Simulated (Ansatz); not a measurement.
# ZrC: the cost of one run

Program: Ansatz 0.2.0 through its Python package. Level of theory: DFT r2SCAN, plane waves, PAW. These are calculated values, not measurements.

### 1 Starting point

It takes space group P6_3/mmc (No. 194, hexagonal). The conventional cell has a = 3.391 Å, b = 3.391 Å, c = 5.290 Å, α = 90.00°, β = 90.00°, γ = 120.00°. Zr (site symmetry -6m2) has 6 C at 2.36 Å in its first shell of neighbours. C (site symmetry -3m) is surrounded by 6 Zr at 2.36 Å.

No structure file is read: the coordinates are typed or built in the script.

### 2 The script

run_compress.py

```python
import ansatz as az
import numpy as np

def edges_and_angles(cell):
    cell = np.asarray(cell)
    a, b, c = np.linalg.norm(cell, axis=1)
    cosines = cell[1] @ cell[2] / (b * c), cell[0] @ cell[2] / (a * c), cell[0] @ cell[1] / (a * b)
    return (a, b, c, *np.degrees(np.arccos(cosines)))

lattice = az.Lattice.of(
    (3.391476, 0.0, 0.0),
    (-1.695738, 2.937105, 0.0),
    (0.0, 0.0, 5.290053),
)
sites = [
    ("Zr", (1 / 3, 2 / 3, 0.25)),
    ("Zr", (2 / 3, 1 / 3, 0.75)),
    ("C", (0.0, 0.0, 0.0)),
    ("C", (0.0, 0.0, 0.5)),
]
system = az.Crystal(lattice=lattice)
for symbol, position in sites:
    system = system.atom(symbol, position)

base = (
    system.calculation()
    .kpoints(spacing=0.29)
    .functional("r2scan")
    .occupations("Gaussian", width=0.05)
)

rows = []
for pressure in [0, 2, 4, 6, 8]:
    outcome = base.relax(cell=True, pressure=pressure, force_tolerance=0.005).run(threads=1)
    cell = outcome.lattice.cell_ang
    n_atoms = len(outcome.lattice.sites)
    volume = abs(np.linalg.det(cell)) / n_atoms
    enthalpy = outcome.report["free_energy_ev"] / n_atoms + pressure * volume / 160.21766
    rows.append((pressure, volume, enthalpy, *edges_and_angles(cell)))
    print(f"{pressure} GPa done: {volume:.4f} A^3/atom")

print(" P (GPa)  V (A^3/atom)  H (eV/atom)     a       b       c")
for row in rows:
    print("{:8.1f} {:12.4f} {:14.5f} {:7.4f} {:7.4f} {:7.4f}".format(*row[:6]))
p, v = np.array([row[0] for row in rows], float), np.array([row[1] for row in rows])
print("mean bulk modulus between rows (GPa):", np.round(-np.diff(p) / np.diff(np.log(v)), 1))
```

### 3 Launch

Started as:

```bash
python run_compress.py
```

What time and memory should one allow on 1 thread of Arm Neoverse V1, shared host?

About 2.3 min, with a peak of 0.55 GiB.
